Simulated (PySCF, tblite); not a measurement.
**C6H9N3O: geometry, infrared bands and NMR shifts**

Wanted: the infrared bands and NMR shifts of C6H9N3O (`C=Cn1nnc(OC)c1C`), by calculation.

Computed with tblite 0.8.0 and PySCF 2.14.0, with density-fitted response routines of our own, on a single molecule in the gas phase. Atoms are numbered from 0 throughout.

**1. The starting structure**

19 atoms, charge 0, multiplicity 1; geometry from: force field or distance geometry start.

Bonds of the start (Å): C0–C1 1.35, C1–N2 1.38, N2–N3 1.38, N3–N4 1.32, N4–C5 1.36, C5–O6 1.34, O6–C7 1.42, C5–C8 1.39, C8–C9 1.48, C8–N2 1.40, C0–H10 1.07, C0–H11 1.09, C1–H12 1.09, C7–H13 1.10, C7–H14 1.10, C7–H15 1.08, C9–H16 1.10, C9–H17 1.09, C9–H18 1.09.

**2. Optimising the geometry with GFN2-xTB**

What the job is given:

```
{"job": {"kind": "relax", "xc": "GFN2-xTB", "basis": "xTB"}, "charge": 0, "multiplicity": 1}
C      3.207800     1.300200     0.877900
C      2.254500     0.351600     0.833400
N      1.000800     0.476800     0.265800
N      0.507400     1.605400    -0.366900
N     -0.723500     1.362900    -0.778700
C     -1.052100     0.090100    -0.447800
O     -2.203600    -0.559000    -0.689000
C     -3.130700     0.260500    -1.377700
C      0.007300    -0.505000     0.217200
C      0.139300    -1.862800     0.788700
H      4.157600     1.121100     1.347000
H      3.028700     2.281300     0.443200
H      2.464700    -0.615300     1.302100
H     -4.041800    -0.332500    -1.545200
H     -3.409400     1.147400    -0.789500
H     -2.750800     0.551400    -2.350900
H      0.974900    -2.392700     0.314800
H      0.323000    -1.820700     1.862900
H     -0.763800    -2.451400     0.632600
```

The run is started by

```bash
OMP_NUM_THREADS=1 python probes_run.py task.json out
```

This one command runs all jobs of the session in turn.

**Question.** This job is followed by: GFN2-xTB harmonic vibrations, gas phase; GIAO PBE0/pcSseg-1 NMR shielding, non-relativistic, gas phase. What will the session give for the following? strongest single infrared mode (GFN2-xTB); zero-point energy (GFN2-xTB); 13C shifts against TMS (PBE0/pcSseg-1); 1H shifts against TMS (PBE0/pcSseg-1, means over atoms taken as alike); 15N shifts against NH3 (PBE0/pcSseg-1); 17O shifts against H2O (PBE0/pcSseg-1).

The runs gave:

| quantity | value |
| --- | --- |
| strongest single infrared mode (GFN2-xTB) | 1594 cm⁻¹, 207 km/mol |
| zero-point energy (GFN2-xTB) | 92.8 kcal/mol |
| 13C shifts against TMS (PBE0/pcSseg-1) | 165.2, 132.7, 118.8, 109.8, 58.0, 8.1 ppm |
| 1H shifts against TMS (PBE0/pcSseg-1, means over atoms taken as alike) | 7.03, 6.92, 5.34, 4.31, 2.31 ppm |
| 15N shifts against NH3 (PBE0/pcSseg-1) | 372.2, 355.7, 275.8 ppm |
| 17O shifts against H2O (PBE0/pcSseg-1) | 69.2 ppm |

Over 39 steps the energy fell by 0.230 eV; of the close pairs, N2–N3 changed most, 1.385 to 1.333 Å. All 51 modes are real, so the xTB geometry is a minimum. The strongest single mode, at 1594 cm⁻¹, moves mainly C5 and C8. Unscaled tight-binding wavenumbers are off by several per cent, some by more. Its intensities can rank the bands wrongly. NICS(1)zz of -27 ppm above the planar ring from N2 marks a diatropic (aromatic) ring current.
